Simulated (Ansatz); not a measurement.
# CH₇AlSeSi: a ladder of functionals and wavefunction methods

Aim: compute CH₇AlSeSi with functionals from several rungs and with coupled cluster, and see how far each lands from CCSD(T) at the basis-set limit for the atomisation energy.

The runs use Ansatz 0.2.0, Gaussian basis; functionals in def2-TZVPP, the program's frozen cores in correlated methods.

Plan: PBE-D4, r2SCAN-D4, PBE0-D4, B3LYP-D4, ωB97X-V, ωB97M-V, B2PLYP; CCSD(T)/def2-TZVPP; MP2/def2-QZVPP; extrapolation to the limit.

### Step 1. The geometry

An earlier PBE0-D4 in a triple-zeta def2 set relaxation fixed the geometry.

SMILES `[CH3][AlH][SiH2][SeH]`, 11 atoms, charge 0, spin multiplicity 1.

Atoms are counted from 1 here; the program's logs count them from 0.

Bond lengths: C1–Al2 1.951 Å, C1–H5 1.096 Å, C1–H6 1.095 Å, C1–H7 1.092 Å, Al2–Si3 2.461 Å, Al2–H8 1.591 Å, Si3–Se4 2.293 Å, Si3–H9 1.493 Å, Si3–H10 1.493 Å, Se4–H11 1.470 Å. Angles: Al2–C1–H5 109.8°, Al2–C1–H6 110.7°, Al2–C1–H7 113.7°, H5–C1–H6 106.3°, H5–C1–H7 107.7°, H6–C1–H7 108.2°, C1–Al2–Si3 121.4°, C1–Al2–H8 120.2°, Si3–Al2–H8 118.4°, Al2–Si3–Se4 106.7°, Al2–Si3–H9 112.5°, Al2–Si3–H10 112.5°, Se4–Si3–H9 109.6°, Se4–Si3–H10 109.6°, H9–Si3–H10 105.9°, Si3–Se4–H11 95.1°.

### Step 2. PBE-D4 (GGA)

Input file in.yaml:

```yaml
crystal:
  periodic: [false, false, false]
  atoms:
    - {symbol: C, position_ang: [-0.745422, 2.259420, -0.259954]}
    - {symbol: Al, position_ang: [-0.512387, 0.395118, -0.785929]}
    - {symbol: Si, position_ang: [0.686191, -1.202429, 0.652202]}
    - {symbol: Se, position_ang: [0.634561, -3.225182, -0.426725]}
    - {symbol: H, position_ang: [-1.808594, 2.469035, -0.094450]}
    - {symbol: H, position_ang: [-0.420782, 2.931206, -1.061485]}
    - {symbol: H, position_ang: [-0.207380, 2.529155, 0.650994]}
    - {symbol: H, position_ang: [-1.110721, -0.128884, -2.163431]}
    - {symbol: H, position_ang: [0.061830, -1.337981, 2.001597]}
    - {symbol: H, position_ang: [2.103094, -0.800686, 0.896360]}
    - {symbol: H, position_ang: [1.385112, -3.945874, 0.611522]}
basis:
  gaussian: {orbitals: def2-TZVPP}
hamiltonian: {xc: pbe, dispersion: d4}
output: {forces: true, orbitals: {seedname: orbitals}}
```

Launch:

```sh
> ansatz run in.yaml --threads 4 --pin off --events-out ev --progress --plain --max-ram 10444MiB
```

Further steps of the session: r2SCAN-D4 (meta-GGA); PBE0-D4 (hybrid); B3LYP-D4 (hybrid); ωB97X-V (range-separated); ωB97M-V (range-separated); B2PLYP (double hybrid); CCSD(T) in def2-TZVPP; MP2 in def2-QZVPP.

Before running them: what should the planned runs give, taken together? Wanted: atomisation energy, CCSD(T)/CBS; farthest; mean size of error, hybrid; mean size of error, range-separated; gap, smallest and largest; T1 diagnostic; triples share of the correlation energy.

The runs gave:

| quantity | value |
| --- | --- |
| atomisation energy, CCSD(T)/CBS | 3343.3 kJ/mol |
| functionals within 33.4 kJ/mol (1.0 %) | PBE-D4, r2SCAN-D4, PBE0-D4, B3LYP-D4, ωB97X-V, ωB97M-V |
| farthest | B2PLYP (-65.4 kJ/mol) |
| mean size of error, hybrid | 26.0 kJ/mol |
| mean size of error, range-separated | 13.6 kJ/mol |
| gap, smallest and largest | 3.11 eV (PBE-D4), 9.19 eV (ωB97X-V) |
| T1 diagnostic | 0.0101 |
| triples share of the correlation energy | 3.6 % |

In words: PBE-D4 misses by -13.5 kJ/mol. Double hybrids carry the basis error of their MP2 part in triple zeta, and no dispersion term here, so their miss is partly the set-up's. The reference freezes the cores and leaves out relativity and excitations past (T), and its outer-core shells are covered unevenly, so misses under about 33.4 kJ/mol can't be ranked. All levels share the lack of spin-orbit coupling, which lowers the free heavy atoms and so the true binding. Hartree-Fock recovers 75 % of the binding; the rest is correlation. The gap grows from 3.1 to 9.2 eV across the functionals, mostly with the share of exact exchange. Correlated methods include outer-core shells of Se, which these sets cover unevenly.
